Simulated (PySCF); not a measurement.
# C4H2ClF3O: magnetic properties

What do calculations give for the magnetic properties of C4H2ClF3O (`C=C(Cl)C(=O)C(F)(F)F`)?

Programs: PySCF 2.14.0, with routines of our own; each step states its level. All values are computed. Atoms count from 0.

### 1 The starting structure

11 atoms, charge 0, multiplicity 1; geometry from: GFN2-xTB.

### 2 Magnetic properties: GIAO PBE/pcSseg-1

What the job is given:

```
{"job": {"kind": "mag", "xc": "PBE", "basis": "pcSseg-1", "isotopologues": 0}, "charge": 0, "multiplicity": 1}
C      2.089759     0.215426     0.162920
C      0.778785     0.430042     0.297537
Cl     0.152933     1.811606     1.115335
C     -0.182488    -0.538761    -0.267134
O      0.135232    -1.534834    -0.855155
C     -1.697313    -0.221382    -0.070494
F     -2.446498    -1.171256    -0.626020
F     -2.034099    -0.158179     1.223670
F     -2.045378     0.939848    -0.638518
H      2.431140    -0.664018    -0.357031
H      2.823351     0.894179     0.558787
```

Method: GIAO PBE/pcSseg-1 magnetisability, rotational g tensor and spin-rotation constants, non-relativistic, gas phase.

Started as:

```bash
OMP_NUM_THREADS=1 python excited_run.py task.json out
```

One launch serves the whole session: the jobs run in the order shown.

Output:

```text
coarse grid: 11552 points
cycle   1  E = -987.4011499012  dE =  1.512e+00  |g| = 1.214e+00  |ddm| = 3.340e+00
cycle   2  E = -985.5156590311  dE =  1.885e+00  |g| = 3.353e+00  |ddm| = 4.312e+00
cycle   3  E = -987.6074480254  dE = -2.092e+00  |g| = 5.063e-01  |ddm| = 3.850e+00
cycle   4  E = -987.6432809348  dE = -3.583e-02  |g| = 2.866e-01  |ddm| = 6.582e-01
cycle   5  E = -987.6561790701  dE = -1.290e-02  |g| = 8.900e-02  |ddm| = 2.870e-01
cycle   6  E = -987.6579181141  dE = -1.739e-03  |g| = 4.640e-02  |ddm| = 1.259e-01
cycle   7  E = -987.6584965410  dE = -5.784e-04  |g| = 7.620e-03  |ddm| = 3.681e-02
cycle   8  E = -987.6585068966  dE = -1.036e-05  |g| = 2.398e-03  |ddm| = 7.199e-03
cycle   9  E = -987.6585079253  dE = -1.029e-06  |g| = 9.358e-04  |ddm| = 3.265e-03
final grid: 113344 points
cycle  10  E = -987.7688150759  dE = -5.067e-06  |g| = 2.074e-02  |ddm| = 3.446e-02
cycle  11  E = -987.7681487234  dE =  6.664e-04  |g| = 6.097e-02  |ddm| = 6.583e-02
cycle  12  E = -987.7688903285  dE = -7.416e-04  |g| = 6.962e-03  |ddm| = 5.481e-02
cycle  13  E = -987.7688993708  dE = -9.042e-06  |g| = 1.122e-03  |ddm| = 6.149e-03
cycle  14  E = -987.7688995568  dE = -1.860e-07  |g| = 3.283e-04  |ddm| = 1.322e-03
cycle  15  E = -987.7688995760  dE = -1.916e-08  |g| = 1.812e-04  |ddm| = 4.106e-04
cycle  16  E = -987.7688995854  dE = -9.437e-09  |g| = 2.524e-05  |ddm| = 1.879e-04
cycle  17  E = -987.7688995855  dE = -1.196e-10  |g| = 1.100e-05  |ddm| = 3.330e-05
converged SCF energy = -987.7688995855

Magnetisability tensor (1e-30 J/T^2)
     -991.01       -1.25       -2.73
       -1.25    -1057.36      151.10
       -2.73      151.10    -1225.08
isotropic -1091.15   principal values   -1314.04   -991.27   -968.14
isotropic susceptibility -65.711 1e-6 cm^3/mol

Inertial axes            a          b          c
rot. const./GHz      2.0466     1.2270     0.8866
chi total           -59.416    -58.582    -79.134
chi diamagnetic    -628.976   -974.805  -1325.402
chi paramagnetic    569.560    916.223   1246.268
quadrupole/D A        4.448     -2.998     -1.450
g nuclear            0.5078     0.5063     0.5115
g electronic        -0.5476    -0.5282    -0.5191
g total             -0.0398    -0.0218    -0.0076

Spin-rotation constants (kHz, H = +C I.J)
atom  isotope        aa         bb         cc
  2   35Cl        0.808      0.180      0.254
  6    19F        2.115      1.904      1.050
  7    19F        3.177      1.562      1.113
  8    19F        3.177      1.561      1.113
  9     1H       -0.163      0.109     -0.103
 10     1H        0.198     -0.122     -0.108
  0    13C*       0.851      0.526      0.121
  1    13C*       0.786      0.532      0.181
  3    13C*       1.062      0.497      0.230
  4    17O*      -1.347     -1.203     -0.026
  5    13C*       0.646      0.377      0.283
* in the singly substituted isotopologue
```

Wall time 26 s (1 thread of Intel Xeon 6975P-C, shared host); peak memory 0.62 GiB.

Key values:

| quantity | value |
| --- | --- |
| magnetisability | -1091·10⁻³⁰ J/T² |
| molar susceptibility | -65.7·10⁻⁶ cm³/mol |
| rotational g (a, b, c) | -0.0398, -0.0218, -0.0076 |

### 3 Magnetic properties: GIAO wB97X/6-311G** in dichloromethane

The job, as its differences from that of step 2:

```diff
@@ -1,2 +1,2 @@
-{"job": {"kind": "mag", "xc": "PBE", "basis": "pcSseg-1", "isotopologues": 0}, "charge": 0, "multiplicity": 1}
+{"job": {"kind": "mag", "xc": "wB97X", "basis": "6-311G**", "solvent": "dichloromethane"}, "charge": 0, "multiplicity": 1}
 C      2.089759     0.215426     0.162920
```

Method: GIAO wB97X/6-311G** magnetisability, non-relativistic, IEF-PCM dichloromethane.

Output:

```text
coarse grid: 11552 points
cycle   1  E = -988.2042742161  dE =  1.920e+00  |g| = 1.344e+00  |ddm| = 3.056e+00
cycle   2  E = -987.9808660778  dE =  2.234e-01  |g| = 1.860e+00  |ddm| = 2.170e+00
cycle   3  E = -988.5445835408  dE = -5.637e-01  |g| = 1.424e-01  |ddm| = 1.296e+00
cycle   4  E = -988.5473982700  dE = -2.815e-03  |g| = 8.383e-02  |ddm| = 1.331e-01
cycle   5  E = -988.5485346026  dE = -1.136e-03  |g| = 1.319e-02  |ddm| = 6.834e-02
cycle   6  E = -988.5485896506  dE = -5.505e-05  |g| = 4.895e-03  |ddm| = 1.958e-02
cycle   7  E = -988.5485991986  dE = -9.548e-06  |g| = 1.241e-03  |ddm| = 1.157e-02
final grid: 113344 points
cycle   8  E = -988.5817548694  dE = -1.705e-04  |g| = 7.498e-03  |ddm| = 3.370e-02
cycle   9  E = -988.5817580038  dE = -3.134e-06  |g| = 6.292e-03  |ddm| = 1.056e-02
cycle  10  E = -988.5817636475  dE = -5.644e-06  |g| = 1.471e-03  |ddm| = 4.088e-03
cycle  11  E = -988.5817640048  dE = -3.573e-07  |g| = 4.357e-04  |ddm| = 1.560e-03
cycle  12  E = -988.5817640646  dE = -5.973e-08  |g| = 2.084e-04  |ddm| = 5.695e-04
cycle  13  E = -988.5817640774  dE = -1.287e-08  |g| = 6.566e-05  |ddm| = 2.953e-04
cycle  14  E = -988.5817640803  dE = -2.899e-09  |g| = 1.755e-05  |ddm| = 2.012e-04
cycle  15  E = -988.5817640806  dE = -2.221e-10  |g| = 6.502e-06  |ddm| = 4.400e-05
converged SCF energy = -988.5817640806

Magnetisability tensor (1e-30 J/T^2)
    -1008.19        2.11       -0.76
        2.11    -1071.84      154.66
       -0.76      154.66    -1243.54
isotropic -1107.86   principal values   -1334.60  -1008.26   -980.72
isotropic susceptibility -66.717 1e-6 cm^3/mol

Inertial axes            a          b          c
rot. const./GHz      2.0466     1.2270     0.8866
chi total           -60.152    -59.627    -80.371
chi diamagnetic    -628.981   -973.443  -1324.243
chi paramagnetic    568.829    913.816   1243.872
quadrupole/D A        5.881     -3.888     -1.994
```

It took 32 s on 1 thread of Intel Xeon 6975P-C, shared host; peak memory 0.93 GiB.

In short:

| quantity | value |
| --- | --- |
| magnetisability | -1108·10⁻³⁰ J/T² |
| molar susceptibility | -66.7·10⁻⁶ cm³/mol |

### 4 What came out

```
                                          quantity                      value
       magnetisability (step 2, GIAO PBE/pcSseg-1)           -1091·10⁻³⁰ J/T²
  molar susceptibility (step 2, GIAO PBE/pcSseg-1)         -65.7·10⁻⁶ cm³/mol
rotational g (a, b, c) (step 2, GIAO PBE/pcSseg-1)  -0.0398, -0.0218, -0.0076
```

What this shows: The values above hold for this geometry and these levels alone. Vibrational averaging and real surroundings are missing from these values.
